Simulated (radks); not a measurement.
# Nuclear size and the levels of Ce

One table from this session's results is given with a row withheld; the runs are named, their logs left out.

Program: radks (a radial shooting solver on a logarithmic mesh, Libxc functionals) version 1. Level of theory: Dirac Kohn-Sham, BLYP, spin-unpolarised, spherical densities, finite nucleus; open shells are shared between the two j in proportion to 2j + 1. These are calculated values, not measurements, unless marked.

### The atom as given

- element: cerium (Z = 58)
- charge: 0
- electrons: 58
- configuration: [Xe] 4f1 5d1 6s2
- nuclear rms radius: 4.8771 fm

Outer shells as boxes (Hund's rule):

Ce
```
[Xe] core
4f [↑ ][  ][  ][  ][  ][  ][  ]
5d [↑ ][  ][  ][  ][  ]
6s [↑↓]
```

The first run:

Settings of this run:

```text
Z 58
configuration [Xe] 4f1 5d1 6s2 6p0 7s0
relativity Dirac
functional b88,lyp
spin unpolarised
j_filling average
nucleus finite rms 4.8771 fm
c 137.035999084
```

Among the steps run: rms radius 4.8771 fm.

One of the session's tables, all rows but one given; the rest of the session is left out.

It belongs to the step «rms radius 4.8771 fm». From the orbitals of this run (lengths in bohr):

```
level    <r>  outermost maximum (interpolated)  90 % within  nodes
5p3/2  1.789                              1.57         2.62      3
4f5/2  1.100                             0.706         1.90      0
4f7/2  1.112                             0.711         1.93      0
6s1/2  4.347                              3.70         6.41      5
5d3/2  2.922                              2.16         4.68      2
5d5/2      ?                                 ?            ?      ?
6p1/2  5.860                              4.78         8.86      4
6p3/2  6.202                              5.05         9.39      4
```

**Question.** Estimate the row for 5d5/2.

**Answer.** <r>: 2.995; outermost maximum (interpolated): 2.20; 90 % within: 4.81; nodes: 2. In the column «<r>» it lies between 5d3/2 (2.922) and 6s1/2 (4.347).
